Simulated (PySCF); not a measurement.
# GeH5P (GeH3PH2): the cost of one run

Computed with PySCF 2.14.0 and routines of our own; the level stands in each step. Atoms count from 0.

## Step 1: The starting structure

7 atoms, charge 0, multiplicity 1; geometry from: GFN2-xTB.

## Step 2: Optimising the geometry at PBE0-D3(BJ)/def2-SVP

What the job is given:

```
{"job": {"xc": "PBE0", "basis": "def2-SVP", "d3": "d3bj", "grid": 1, "maxiter": 30, "shake": 0.01, "kind": "geom"}, "charge": 0, "multiplicity": 1}
P      1.300320    -0.149300     0.873070
Ge    -0.778540     0.169440    -0.094340
H      1.921530     0.537620    -0.164970
H      1.500130    -1.359570     0.263820
H     -1.809080    -0.686170     0.567240
H     -1.243360     1.593580     0.065300
H     -0.857050    -0.134700    -1.560050
```

Launch:

```sh
> OMP_NUM_THREADS=1 python heavy_run.py task.json out
```

One launch serves the whole session: the jobs run in the order shown.

**Question.** How long does this first job take on 1 thread of Arm Neoverse N1, shared host, and how much memory does it need?

About 14 s, with a peak of 0.32 GiB.
